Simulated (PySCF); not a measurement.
**C₃H₅BN₂Si: NMR shifts at several levels of theory**

How much do the NMR shifts of C₃H₅BN₂Si (`N#CB(C#N)C[SiH3]`) depend on the level of theory, and what does each level cost?

Computed with PySCF 2.14.0, with density-fitted response routines of our own, on a single molecule in the gas phase. Atoms are numbered from 0 throughout.

### Step 1. The molecule as given

12 atoms, charge 0, multiplicity 1; geometry from: PBE0-D3(BJ)/def2-SVP.

Bonds of the start (Å): N0–C1 1.16, C1–B2 1.54, B2–C3 1.54, C3–N4 1.16, B2–C5 1.53, C5–Si6 1.92, C5–H7 1.10, C5–H8 1.10, Si6–H9 1.49, Si6–H10 1.49, Si6–H11 1.49.

### Step 2. Shielding tensors: B97-D/pcSseg-1

The job: settings as JSON, then the geometry in Å.

```
{"job": {"kind": "nmr", "xc": "B97-D", "basis": "pcSseg-1", "pop": false}, "charge": 0, "multiplicity": 1}
N      1.207724     0.378632    -3.017028
C      1.081460     0.163791    -1.883715
B      0.883826    -0.140219    -0.384534
C      1.962352     0.375116     0.589872
N      2.754117     0.756795     1.347242
C     -0.373726    -0.846478     0.127592
Si    -1.677348     0.509941     0.511616
H     -0.848626    -1.500735    -0.619130
H     -0.223114    -1.370850     1.083657
H     -1.997608     1.264332    -0.733248
H     -1.140533     1.440578     1.544566
H     -2.897321    -0.177351     1.024624
```

With the program's defaults for keys left out, this is: GIAO B97-D/pcSseg-1 NMR shielding, non-relativistic, gas phase.

Run with:

```console
OMP_NUM_THREADS=1 python probes_run.py task.json out
```

The driver reads the jobs from task.json and runs them one after another.

The program printed:

```text
coarse grid: 11192 points
cycle   1  E = -540.8267798468  dE =  4.874e-01  |g| = 5.585e-01  |ddm| = 3.273e+00
cycle   2  E = -540.4184103998  dE =  4.084e-01  |g| = 1.412e+00  |ddm| = 1.365e+00
cycle   3  E = -540.8646353527  dE = -4.462e-01  |g| = 4.201e-01  |ddm| = 1.020e+00
cycle   4  E = -540.9060904258  dE = -4.146e-02  |g| = 6.923e-02  |ddm| = 2.968e-01
cycle   5  E = -540.9072643459  dE = -1.174e-03  |g| = 2.381e-02  |ddm| = 8.422e-02
cycle   6  E = -540.9074379469  dE = -1.736e-04  |g| = 3.623e-03  |ddm| = 2.996e-02
cycle   7  E = -540.9074425245  dE = -4.578e-06  |g| = 1.208e-03  |ddm| = 5.812e-03
final grid: 105608 points
cycle   8  E = -540.9344266126  dE = -6.879e-05  |g| = 1.160e-02  |ddm| = 3.415e-02
cycle   9  E = -540.9343234760  dE =  1.031e-04  |g| = 2.392e-02  |ddm| = 2.231e-02
cycle  10  E = -540.9344285993  dE = -1.051e-04  |g| = 1.078e-02  |ddm| = 1.783e-02
cycle  11  E = -540.9344551178  dE = -2.652e-05  |g| = 1.659e-03  |ddm| = 6.580e-03
cycle  12  E = -540.9344555424  dE = -4.247e-07  |g| = 1.021e-03  |ddm| = 1.590e-03
cycle  13  E = -540.9344557672  dE = -2.248e-07  |g| = 2.944e-04  |ddm| = 6.703e-04
cycle  14  E = -540.9344557891  dE = -2.190e-08  |g| = 2.963e-05  |ddm| = 2.397e-04
cycle  15  E = -540.9344557893  dE = -2.406e-10  |g| = 1.041e-05  |ddm| = 3.851e-05
converged SCF energy = -540.9344557893

GIAO shielding tensors (ppm)
atom      isotropic    diamagn.    paramagn.     s11        s22        s33       span
  0 N     -110.640     336.687    -447.327   -293.418   -231.483    192.980    486.398
  1 C       55.285     261.074    -205.789    -58.104    -55.654    279.613    337.717
  2 B       58.855     192.343    -133.488    -23.866     77.449    122.981    146.847
  3 C       55.279     261.259    -205.981    -58.109    -55.662    279.607    337.716
  4 N     -110.546     336.793    -447.339   -293.008   -231.480    192.850    485.858
  5 C      150.147     257.512    -107.365     99.060    165.117    186.266     87.206
  6 Si     413.682     880.409    -466.728    381.398    407.845    451.801     70.403
  7 H       29.318      31.039      -1.721     26.085     27.979     33.891      7.806
  8 H       29.323      31.274      -1.951     26.081     27.945     33.942      7.861
  9 H       27.423      29.174      -1.751     24.169     26.208     31.892      7.723
 10 H       27.404      29.293      -1.889     24.150     26.241     31.820      7.670
 11 H       27.152      28.079      -0.927     24.394     24.927     32.134      7.740
```

Wall time 20 s (1 thread of AMD EPYC 7R43, shared host); peak memory 0.8 GiB.

The references, computed at this level on geometries of the same kind, shield at (ppm): 1H TMS 31.41, 13C TMS 179.2, 29Si TMS 347.2, 15N NH3 260.8, 11B BF3·OEt2 98.2. Their shielding less the atom's gives the shift. The references are single molecules in the gas phase, so shifts against H2O, NH3, PH3, H3PO4 or CFCl3 are not on the usual liquid scales and can be off by tens of ppm. Atoms listed in one row are averaged.

```
       atoms                                environment  σ (ppm)  δ (ppm)
      C1, C3                             nitrile carbon     55.3    123.9
          C5                 sp3 CH2 bonded to B and Si    150.1     29.0
H9, H10, H11          hydrogen on a silicon bonded to C    27.33     4.08
      H7, H8  hydrogen on an sp3 CH2 bonded to B and Si    29.32     2.09
      N0, N4                           nitrile nitrogen   -110.6    371.4
          B2                        boron bonded to 3 C     58.9     39.4
         Si6                   silicon bonded to C, 3 H    413.7    -66.5
```

### Step 3. NMR shieldings: LC-wPBE/pcSseg-1

Same as in step 2 but for these lines:

```diff
@@ -1,2 +1,2 @@
-{"job": {"kind": "nmr", "xc": "B97-D", "basis": "pcSseg-1", "pop": false}, "charge": 0, "multiplicity": 1}
+{"job": {"kind": "nmr", "xc": "LC-wPBE", "basis": "pcSseg-1", "pop": false}, "charge": 0, "multiplicity": 1}
 N      1.207724     0.378632    -3.017028
```

Method: GIAO LC-wPBE/pcSseg-1 NMR shielding, non-relativistic, gas phase.

The program printed:

```text
coarse grid: 11192 points
cycle   1  E = -540.6772415948  dE =  7.351e-01  |g| = 6.351e-01  |ddm| = 3.120e+00
cycle   2  E = -540.5907597917  dE =  8.648e-02  |g| = 9.868e-01  |ddm| = 9.924e-01
cycle   3  E = -540.7910364062  dE = -2.003e-01  |g| = 5.142e-02  |ddm| = 5.100e-01
cycle   4  E = -540.7920167968  dE = -9.804e-04  |g| = 2.476e-02  |ddm| = 9.622e-02
cycle   5  E = -540.7921665328  dE = -1.497e-04  |g| = 5.436e-03  |ddm| = 3.254e-02
cycle   6  E = -540.7921788665  dE = -1.233e-05  |g| = 1.999e-03  |ddm| = 9.828e-03
cycle   7  E = -540.7921805640  dE = -1.698e-06  |g| = 6.093e-04  |ddm| = 2.950e-03
final grid: 105608 points
cycle   8  E = -540.8399069562  dE = -3.488e-05  |g| = 4.481e-03  |ddm| = 2.681e-02
cycle   9  E = -540.8399085402  dE = -1.584e-06  |g| = 3.431e-03  |ddm| = 4.351e-03
cycle  10  E = -540.8399097480  dE = -1.208e-06  |g| = 1.366e-03  |ddm| = 2.156e-03
cycle  11  E = -540.8399101111  dE = -3.630e-07  |g| = 2.041e-04  |ddm| = 8.173e-04
cycle  12  E = -540.8399101321  dE = -2.103e-08  |g| = 9.153e-05  |ddm| = 3.475e-04
cycle  13  E = -540.8399101469  dE = -1.483e-08  |g| = 2.436e-05  |ddm| = 1.233e-04
cycle  14  E = -540.8399101477  dE = -8.060e-10  |g| = 1.345e-05  |ddm| = 7.325e-05
converged SCF energy = -540.8399101477

GIAO shielding tensors (ppm)
atom      isotropic    diamagn.    paramagn.     s11        s22        s33       span
  0 N     -120.107     336.338    -456.445   -311.939   -250.088    201.706    513.645
  1 C       57.695     262.071    -204.376    -64.232    -61.961    299.279    363.511
  2 B       49.613     191.055    -141.443    -46.383     65.692    129.529    175.911
  3 C       57.700     262.263    -204.563    -64.231    -61.947    299.278    363.509
  4 N     -120.059     336.430    -456.489   -311.619   -250.064    201.504    513.123
  5 C      163.230     260.189     -96.960    113.284    177.551    198.854     85.570
  6 Si     427.186     878.984    -451.798    401.673    419.216    460.669     58.996
  7 H       29.366      31.246      -1.880     25.926     27.587     34.585      8.659
  8 H       29.373      31.475      -2.102     25.942     27.551     34.626      8.684
  9 H       27.291      28.550      -1.259     23.792     25.985     32.096      8.304
 10 H       27.272      28.654      -1.382     23.771     26.020     32.025      8.254
 11 H       27.122      27.594      -0.472     24.102     24.759     32.506      8.405
```

Run time: 27 s. Hardware: 1 thread of AMD EPYC 7R43, shared host; peak memory 0.83 GiB.

In short: δ C1 130.9, C5 25.3, N0 387.8, B2 51.6, H9 4.10, H7 1.96 ppm (means over like atoms).

### Step 4. NMR shieldings: BP86/pcSseg-1

Same as in step 3 but for these lines:

```diff
@@ -1,2 +1,2 @@
-{"job": {"kind": "nmr", "xc": "LC-wPBE", "basis": "pcSseg-1", "pop": false}, "charge": 0, "multiplicity": 1}
+{"job": {"kind": "nmr", "xc": "BP86", "basis": "pcSseg-1", "pop": false}, "charge": 0, "multiplicity": 1}
 N      1.207724     0.378632    -3.017028
```

With the program's defaults for keys left out, this is: GIAO BP86/pcSseg-1 NMR shielding, non-relativistic, gas phase.

The program printed:

```text
coarse grid: 11192 points
cycle   1  E = -541.0292562249  dE =  4.918e-01  |g| = 5.408e-01  |ddm| = 3.271e+00
cycle   2  E = -540.7008008992  dE =  3.285e-01  |g| = 1.292e+00  |ddm| = 1.287e+00
cycle   3  E = -541.0552806106  dE = -3.545e-01  |g| = 4.558e-01  |ddm| = 9.571e-01
cycle   4  E = -541.1024013190  dE = -4.712e-02  |g| = 7.635e-02  |ddm| = 3.033e-01
cycle   5  E = -541.1038447785  dE = -1.443e-03  |g| = 2.293e-02  |ddm| = 8.625e-02
cycle   6  E = -541.1040026798  dE = -1.579e-04  |g| = 3.684e-03  |ddm| = 2.956e-02
cycle   7  E = -541.1040078512  dE = -5.171e-06  |g| = 1.204e-03  |ddm| = 6.217e-03
final grid: 105608 points
cycle   8  E = -541.1529249637  dE = -1.936e-05  |g| = 4.912e-03  |ddm| = 2.151e-02
cycle   9  E = -541.1528773955  dE =  4.757e-05  |g| = 1.537e-02  |ddm| = 1.170e-02
cycle  10  E = -541.1529289303  dE = -5.153e-05  |g| = 2.500e-03  |ddm| = 8.832e-03
cycle  11  E = -541.1529303435  dE = -1.413e-06  |g| = 7.980e-04  |ddm| = 2.103e-03
cycle  12  E = -541.1529304363  dE = -9.282e-08  |g| = 5.385e-04  |ddm| = 7.418e-04
cycle  13  E = -541.1529304985  dE = -6.224e-08  |g| = 9.632e-05  |ddm| = 3.272e-04
cycle  14  E = -541.1529305012  dE = -2.632e-09  |g| = 1.225e-05  |ddm| = 1.009e-04
cycle  15  E = -541.1529305012  dE = -3.274e-11  |g| = 4.029e-06  |ddm| = 1.594e-05
converged SCF energy = -541.1529305012

GIAO shielding tensors (ppm)
atom      isotropic    diamagn.    paramagn.     s11        s22        s33       span
  0 N     -122.736     337.027    -459.763   -308.470   -244.337    184.598    493.069
  1 C       51.594     260.752    -209.158    -63.819    -60.536    279.137    342.956
  2 B       54.178     192.034    -137.855    -33.282     72.930    122.887    156.169
  3 C       51.591     260.926    -209.335    -63.821    -60.537    279.131    342.952
  4 N     -122.638     337.123    -459.761   -308.046   -244.338    184.470    492.516
  5 C      147.864     258.438    -110.574     92.622    164.116    186.853     94.230
  6 Si     403.003     880.403    -477.400    367.476    397.508    444.025     76.549
  7 H       29.026      30.967      -1.941     25.722     27.723     33.633      7.911
  8 H       29.031      31.194      -2.163     25.715     27.686     33.692      7.976
  9 H       27.130      28.814      -1.684     23.815     25.896     31.679      7.864
 10 H       27.110      28.925      -1.815     23.797     25.927     31.606      7.809
 11 H       26.838      27.785      -0.947     24.054     24.579     31.881      7.827
```

It took 22 s on 1 thread of AMD EPYC 7R43, shared host; peak memory 0.79 GiB.

Key values: δ C1 128.2, C5 31.9, N0 385.8, B2 41.1, H9 4.24, H7 2.24 ppm (means over like atoms).

### Step 5. Nuclear shieldings: WP04/pcSseg-1

Same as in step 4 but for these lines:

```diff
@@ -1,2 +1,2 @@
-{"job": {"kind": "nmr", "xc": "BP86", "basis": "pcSseg-1", "pop": false}, "charge": 0, "multiplicity": 1}
+{"job": {"kind": "nmr", "xc": "WP04", "basis": "pcSseg-1", "pop": false}, "charge": 0, "multiplicity": 1}
 N      1.207724     0.378632    -3.017028
```

Method: GIAO WP04/pcSseg-1 NMR shielding, non-relativistic, gas phase.

The program printed:

```text
coarse grid: 11192 points
cycle   1  E = -550.0897009039  dE =  5.359e-01  |g| = 7.845e-01  |ddm| = 3.273e+00
cycle   2  E = -549.4225220137  dE =  6.672e-01  |g| = 1.831e+00  |ddm| = 1.588e+00
cycle   3  E = -550.1929817380  dE = -7.705e-01  |g| = 4.027e-01  |ddm| = 1.216e+00
cycle   4  E = -550.2310126935  dE = -3.803e-02  |g| = 7.763e-02  |ddm| = 2.876e-01
cycle   5  E = -550.2323714078  dE = -1.359e-03  |g| = 2.511e-02  |ddm| = 7.799e-02
cycle   6  E = -550.2325514384  dE = -1.800e-04  |g| = 3.770e-03  |ddm| = 2.727e-02
cycle   7  E = -550.2325547834  dE = -3.345e-06  |g| = 7.876e-04  |ddm| = 4.285e-03
final grid: 105608 points
cycle   8  E = -550.2857219494  dE = -2.864e-05  |g| = 5.336e-03  |ddm| = 2.349e-02
cycle   9  E = -550.2857147885  dE =  7.161e-06  |g| = 7.713e-03  |ddm| = 8.766e-03
cycle  10  E = -550.2857269161  dE = -1.213e-05  |g| = 3.018e-03  |ddm| = 5.629e-03
cycle  11  E = -550.2857288477  dE = -1.932e-06  |g| = 5.795e-04  |ddm| = 1.752e-03
cycle  12  E = -550.2857289204  dE = -7.271e-08  |g| = 2.259e-04  |ddm| = 5.148e-04
cycle  13  E = -550.2857289263  dE = -5.972e-09  |g| = 1.566e-04  |ddm| = 1.808e-04
cycle  14  E = -550.2857289318  dE = -5.468e-09  |g| = 1.778e-05  |ddm| = 9.155e-05
cycle  15  E = -550.2857289319  dE = -6.094e-11  |g| = 4.487e-06  |ddm| = 1.381e-05
converged SCF energy = -550.2857289319

GIAO shielding tensors (ppm)
atom      isotropic    diamagn.    paramagn.     s11        s22        s33       span
  0 N     -123.934     336.646    -460.580   -317.210   -256.382    201.791    519.001
  1 C       47.284     263.006    -215.722    -73.531    -71.944    287.327    360.858
  2 B       51.892     192.102    -140.211    -34.336     73.385    116.626    150.962
  3 C       47.287     263.214    -215.927    -73.516    -71.953    287.329    360.845
  4 N     -123.868     336.775    -460.642   -316.864   -256.358    201.620    518.484
  5 C      145.938     260.059    -114.121     95.614    161.495    180.705     85.092
  6 Si     398.820     881.435    -482.614    373.388    392.022    431.051     57.663
  7 H       29.681      31.445      -1.763     26.551     28.287     34.206      7.655
  8 H       29.687      31.743      -2.057     26.559     28.256     34.245      7.687
  9 H       28.071      29.793      -1.722     24.868     26.854     32.491      7.623
 10 H       28.052      29.947      -1.895     24.846     26.887     32.424      7.578
 11 H       27.872      28.408      -0.535     25.110     25.642     32.865      7.755
```

Wall time 12 s (1 thread of AMD EPYC 7R43, shared host); peak memory 0.86 GiB.

In short: δ C1 125.2, C5 26.5, N0 370.8, B2 43.8, H9 3.57, H7 1.88 ppm (means over like atoms).

### Step 6. Nuclear shieldings: BHandHLYP/pcSseg-1

Same as in step 5 but for these lines:

```diff
@@ -1,2 +1,2 @@
-{"job": {"kind": "nmr", "xc": "WP04", "basis": "pcSseg-1", "pop": false}, "charge": 0, "multiplicity": 1}
+{"job": {"kind": "nmr", "xc": "BHandHLYP", "basis": "pcSseg-1", "pop": false}, "charge": 0, "multiplicity": 1}
 N      1.207724     0.378632    -3.017028
```

With the program's defaults for keys left out, this is: GIAO BHandHLYP/pcSseg-1 NMR shielding, non-relativistic, gas phase.

The program printed:

```text
coarse grid: 11192 points
cycle   1  E = -540.8572333469  dE =  6.806e-01  |g| = 5.353e-01  |ddm| = 3.142e+00
cycle   2  E = -540.7360856718  dE =  1.211e-01  |g| = 9.565e-01  |ddm| = 9.528e-01
cycle   3  E = -540.9390650283  dE = -2.030e-01  |g| = 6.684e-02  |ddm| = 5.507e-01
cycle   4  E = -540.9399791036  dE = -9.141e-04  |g| = 3.996e-02  |ddm| = 8.325e-02
cycle   5  E = -540.9403611712  dE = -3.821e-04  |g| = 6.569e-03  |ddm| = 3.543e-02
cycle   6  E = -540.9403761499  dE = -1.498e-05  |g| = 1.888e-03  |ddm| = 8.361e-03
cycle   7  E = -540.9403776516  dE = -1.502e-06  |g| = 6.262e-04  |ddm| = 2.360e-03
final grid: 105608 points
cycle   8  E = -540.9721117238  dE = -1.055e-05  |g| = 2.149e-03  |ddm| = 1.035e-02
cycle   9  E = -540.9721120466  dE = -3.227e-07  |g| = 1.977e-03  |ddm| = 2.830e-03
cycle  10  E = -540.9721128732  dE = -8.266e-07  |g| = 6.445e-04  |ddm| = 1.487e-03
cycle  11  E = -540.9721129605  dE = -8.730e-08  |g| = 2.297e-04  |ddm| = 4.444e-04
cycle  12  E = -540.9721129736  dE = -1.309e-08  |g| = 5.839e-05  |ddm| = 1.811e-04
cycle  13  E = -540.9721129750  dE = -1.458e-09  |g| = 1.675e-05  |ddm| = 6.647e-05
cycle  14  E = -540.9721129753  dE = -2.129e-10  |g| = 1.441e-05  |ddm| = 3.006e-05
converged SCF energy = -540.9721129753

GIAO shielding tensors (ppm)
atom      isotropic    diamagn.    paramagn.     s11        s22        s33       span
  0 N     -134.325     336.263    -470.588   -331.374   -261.091    189.490    520.865
  1 C       55.911     261.529    -205.618    -67.947    -66.029    301.710    369.656
  2 B       55.822     190.746    -134.924    -33.919     74.859    126.525    160.444
  3 C       55.921     261.728    -205.808    -67.935    -66.019    301.716    369.651
  4 N     -134.255     336.366    -470.621   -331.005   -261.086    189.324    520.329
  5 C      158.545     258.706    -100.162    108.691    173.351    193.592     84.902
  6 Si     425.746     878.053    -452.307    400.884    417.402    458.952     58.069
  7 H       29.588      31.177      -1.590     26.199     27.924     34.640      8.441
  8 H       29.594      31.409      -1.815     26.216     27.891     34.676      8.460
  9 H       27.515      28.864      -1.349     24.080     26.231     32.233      8.153
 10 H       27.496      28.972      -1.475     24.059     26.269     32.162      8.103
 11 H       27.329      27.902      -0.573     24.344     24.980     32.662      8.318
```

Wall time 13 s (1 thread of AMD EPYC 7R43, shared host); peak memory 0.84 GiB.

This run: δ C1 128.1, C5 25.4, N0 399.3, B2 48.8, H9 4.00, H7 1.85 ppm (means over like atoms).

### Step 7. Shielding tensors: OPBE/pcSseg-1

Same as in step 6 but for these lines:

```diff
@@ -1,2 +1,2 @@
-{"job": {"kind": "nmr", "xc": "BHandHLYP", "basis": "pcSseg-1", "pop": false}, "charge": 0, "multiplicity": 1}
+{"job": {"kind": "nmr", "xc": "OPBE", "basis": "pcSseg-1", "pop": false}, "charge": 0, "multiplicity": 1}
 N      1.207724     0.378632    -3.017028
```

Method: GIAO OPBE/pcSseg-1 NMR shielding, non-relativistic, gas phase.

The program printed:

```text
coarse grid: 11192 points
cycle   1  E = -540.8743325016  dE =  4.848e-01  |g| = 4.929e-01  |ddm| = 3.284e+00
cycle   2  E = -540.5895918250  dE =  2.847e-01  |g| = 1.204e+00  |ddm| = 1.167e+00
cycle   3  E = -540.9001100990  dE = -3.105e-01  |g| = 3.953e-01  |ddm| = 8.579e-01
cycle   4  E = -540.9363563764  dE = -3.625e-02  |g| = 6.721e-02  |ddm| = 2.806e-01
cycle   5  E = -540.9374710316  dE = -1.115e-03  |g| = 2.025e-02  |ddm| = 7.708e-02
cycle   6  E = -540.9375965473  dE = -1.255e-04  |g| = 3.140e-03  |ddm| = 2.589e-02
cycle   7  E = -540.9376003318  dE = -3.784e-06  |g| = 8.651e-04  |ddm| = 5.165e-03
final grid: 105608 points
cycle   8  E = -540.9519572788  dE = -1.443e-04  |g| = 8.627e-03  |ddm| = 5.401e-02
cycle   9  E = -540.9519249917  dE =  3.229e-05  |g| = 1.321e-02  |ddm| = 1.722e-02
cycle  10  E = -540.9519543598  dE = -2.937e-05  |g| = 8.981e-03  |ddm| = 1.321e-02
cycle  11  E = -540.9519717452  dE = -1.739e-05  |g| = 1.744e-03  |ddm| = 5.298e-03
cycle  12  E = -540.9519722997  dE = -5.545e-07  |g| = 7.637e-04  |ddm| = 1.459e-03
cycle  13  E = -540.9519724327  dE = -1.330e-07  |g| = 1.873e-04  |ddm| = 5.051e-04
cycle  14  E = -540.9519724405  dE = -7.842e-09  |g| = 5.529e-05  |ddm| = 1.734e-04
cycle  15  E = -540.9519724414  dE = -8.304e-10  |g| = 1.048e-05  |ddm| = 5.973e-05
converged SCF energy = -540.9519724414

GIAO shielding tensors (ppm)
atom      isotropic    diamagn.    paramagn.     s11        s22        s33       span
  0 N     -106.082     335.562    -441.644   -283.115   -227.046    191.915    475.030
  1 C       59.848     261.052    -201.204    -51.469    -48.302    279.314    330.783
  2 B       62.700     192.030    -129.330    -20.019     80.363    127.755    147.774
  3 C       59.840     261.233    -201.393    -51.477    -48.310    279.306    330.783
  4 N     -106.004     335.672    -441.675   -282.739   -227.034    191.762    474.502
  5 C      156.000     258.513    -102.513    104.666    170.955    192.380     87.714
  6 Si     423.828     880.625    -456.798    390.788    417.436    463.258     72.470
  7 H       28.929      30.881      -1.952     25.550     27.446     33.792      8.242
  8 H       28.935      31.095      -2.160     25.545     27.409     33.851      8.305
  9 H       27.111      28.665      -1.554     23.794     25.847     31.693      7.900
 10 H       27.091      28.766      -1.675     23.775     25.877     31.621      7.847
 11 H       26.822      27.760      -0.938     24.001     24.568     31.898      7.898
```

Wall time 20 s (1 thread of AMD EPYC 7R43, shared host); peak memory 0.8 GiB.

In short: δ C1 125.3, C5 29.1, N0 370.1, B2 37.6, H9 4.22, H7 2.30 ppm (means over like atoms).

(Part 1 of 2 ends here.)
